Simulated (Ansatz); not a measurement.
**C4H12AgPS: a ladder of functionals and wavefunction methods**

The task here is to estimate one member of a computed series from the others.

Program: Ansatz 0.2.0, Gaussian basis. Level of theory: functionals in def2-TZVPP, the program's frozen cores in correlated methods. These are calculated values, not measurements.

The runs, in order: LDA (SPW92), PBE-D4, revPBE-D4, BLYP-D4, r2SCAN-D4, B97M-V, PBE0-D4, B3LYP-D4, r2SCANh-D4, r2SCAN0-D4, HSE06-D4, BHLYP-D4, CAM-B3LYP-D4, LC-ωPBE, ωB97X-V, ωB97M-V, B2PLYP, PBE-QIDH; CCSD(T)/def2-SVP; CCSD(T)/def2-TZVPP; MP2/def2-QZVPP; extrapolation to the limit; RPA on PBE.

## Structure used throughout

All runs share one geometry, relaxed beforehand with PBE0-D4 in a triple-zeta def2 set. Ag takes the def2 core potential; no spin-orbit term is included.

19 atoms, charge 0, spin multiplicity 1.

Atoms are counted from 1 here; the program's logs count them from 0.

Bond lengths: C1–S2 1.821 Å, C1–H8 1.091 Å, C1–H9 1.092 Å, C1–H10 1.091 Å, S2–Ag3 2.320 Å, Ag3–P4 2.348 Å, P4–C5 1.820 Å, P4–C6 1.820 Å, P4–C7 1.820 Å, C5–H11 1.093 Å, C5–H12 1.091 Å, C5–H13 1.091 Å, C6–H14 1.091 Å, C6–H15 1.093 Å, C6–H16 1.091 Å, C7–H17 1.091 Å, C7–H18 1.093 Å, C7–H19 1.091 Å. Angles: S2–C1–H8 111.9°, S2–C1–H9 107.5°, S2–C1–H10 111.9°, H8–C1–H9 108.1°, H8–C1–H10 109.1°, H9–C1–H10 108.1°, C1–S2–Ag3 104.7°, S2–Ag3–P4 177.5°, Ag3–P4–C5 115.1°, Ag3–P4–C6 115.1°, Ag3–P4–C7 115.8°, C5–P4–C6 103.1°, C5–P4–C7 103.0°, C6–P4–C7 103.0°, P4–C5–H11 111.3°, P4–C5–H12 109.4°, P4–C5–H13 109.4°, H11–C5–H12 109.4° and more.

Set-up of the first run:

The input, in.yaml:

```yaml
crystal:
  periodic: [false, false, false]
  atoms:
    - {symbol: C, position_ang: [-2.618113, 3.554543, 0.604899]}
    - {symbol: S, position_ang: [-0.913965, 3.446943, 1.236411]}
    - {symbol: Ag, position_ang: [-0.170064, 1.353536, 0.569461]}
    - {symbol: P, position_ang: [0.675039, -0.742300, -0.067699]}
    - {symbol: C, position_ang: [2.435351, -0.757665, -0.529051]}
    - {symbol: C, position_ang: [-0.135495, -1.493019, -1.513965]}
    - {symbol: C, position_ang: [0.569081, -2.055173, 1.188203]}
    - {symbol: H, position_ang: [-3.260842, 2.785544, 1.034818]}
    - {symbol: H, position_ang: [-3.014643, 4.529678, 0.894243]}
    - {symbol: H, position_ang: [-2.654719, 3.482312, -0.482642]}
    - {symbol: H, position_ang: [2.761799, -1.759849, -0.818137]}
    - {symbol: H, position_ang: [2.597730, -0.070425, -1.360705]}
    - {symbol: H, position_ang: [3.034692, -0.413017, 0.315061]}
    - {symbol: H, position_ang: [-0.039716, -0.824585, -2.370905]}
    - {symbol: H, position_ang: [0.307999, -2.461281, -1.759426]}
    - {symbol: H, position_ang: [-1.198330, -1.626391, -1.306320]}
    - {symbol: H, position_ang: [1.115988, -1.747472, 2.080768]}
    - {symbol: H, position_ang: [0.982952, -2.996149, 0.816866]}
    - {symbol: H, position_ang: [-0.474745, -2.205221, 1.468141]}
basis:
  gaussian: {orbitals: def2-TZVPP}
hamiltonian: {xc: lda}
output: {orbitals: {seedname: orbitals}}
```

Command:

```sh
$ ansatz run in.yaml --threads 4 --pin off --events-out ev --progress --plain --max-ram 41984MiB --backend cuda --devices 0, --max-vram 37GiB
```

Among the steps run: LDA; PBE-D4 (GGA); revPBE-D4 (GGA); BLYP-D4 (GGA); r2SCAN-D4 (meta-GGA); B97M-V (meta-GGA); PBE0-D4 (hybrid); B3LYP-D4 (hybrid); r2SCANh-D4 (hybrid); r2SCAN0-D4 (hybrid); HSE06-D4 (hybrid); BHLYP-D4 (hybrid); CAM-B3LYP-D4 (range-separated); LC-ωPBE (range-separated); ωB97X-V (range-separated); ωB97M-V (range-separated); B2PLYP (double hybrid); PBE-QIDH (double hybrid).

One table of the session follows, with a row left open; its other results are not shown here.

It belongs to the step «Orbital energies across the functionals». 

| functional | HOMO (eV) | gap (eV) |
| --- | --- | --- |
| LDA (SPW92) | -4.13 | 2.79 |
| PBE-D4 | -3.97 | 2.85 |
| revPBE-D4 | ? | ? |
| BLYP-D4 | -3.82 | 2.80 |
| r2SCAN-D4 | -4.13 | 3.27 |
| B97M-V | -4.19 | 3.10 |
| PBE0-D4 | -4.98 | 4.58 |
| B3LYP-D4 | -4.79 | 4.17 |
| r2SCANh-D4 | -4.51 | 3.91 |
| r2SCAN0-D4 | -5.10 | 4.86 |
| HSE06-D4 | -4.58 | 3.83 |
| BHLYP-D4 | -5.90 | 6.17 |
| CAM-B3LYP-D4 | -6.23 | 6.64 |
| LC-ωPBE | -7.52 | 8.99 |
| ωB97X-V | -7.21 | 8.50 |
| ωB97M-V | -7.11 | 8.06 |

Estimate the missing values for revPBE-D4.

The run gave: HOMO (eV): -3.90; gap (eV): 2.89. In the column «HOMO (eV)» it lies between PBE-D4 (-3.97) and BLYP-D4 (-3.82).
